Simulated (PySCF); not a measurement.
# C11H13FO (5-Phenylpentanoyl fluoride (2s)): the cost of one run

Computed with PySCF 2.14.0 and routines of our own; the level stands in each step. Atoms count from 0.

## 1. The starting structure

26 atoms, charge 0, multiplicity 1; geometry from: GFN2-xTB.

## 2. NMR shifts: GIAO KT3/pcSseg-1

Job settings and geometry (Å):

```
{"job": {"kind": "nmr", "xc": "KT3", "basis": "pcSseg-1", "pop": false}, "charge": 0, "multiplicity": 1}
O      3.781209     1.276006     1.204636
C      3.174306     1.044184     0.220078
F      2.447127     2.047856    -0.356688
C      3.045793    -0.218151    -0.561805
C      1.582302    -0.678404    -0.621941
C      1.008134    -0.917771     0.772571
C     -0.428597    -1.450099     0.709185
C     -1.359407    -0.455625     0.072693
C     -1.838242    -0.641043    -1.217406
C     -2.667778     0.298801    -1.804760
C     -3.026376     1.440003    -1.109047
C     -2.559727     1.631287     0.180625
C     -1.733867     0.689286     0.765856
H      3.406424    -0.024523    -1.574805
H      3.674158    -0.978085    -0.096259
H      0.983641     0.077118    -1.133683
H      1.533292    -1.601098    -1.203209
H      1.633324    -1.636874     1.306764
H      1.019260     0.017706     1.336487
H     -0.767287    -1.666711     1.725118
H     -0.438094    -2.382922     0.142249
H     -1.561783    -1.530688    -1.766590
H     -3.033006     0.140257    -2.809147
H     -3.670840     2.175097    -1.568186
H     -2.840435     2.517363     0.730856
H     -1.376160     0.840596     1.774602
```

With the program's defaults for keys left out, this is: GIAO KT3/pcSseg-1 NMR shielding, non-relativistic, gas phase.

Started as:

```console
$ OMP_NUM_THREADS=1 python large_run.py task.json out
```

This one command runs all jobs of the session in turn.

**Question.** How long does this job take on 1 thread of Arm Neoverse V1, shared host, and how much memory does it need?

About 21 s, with a peak of 0.52 GiB.
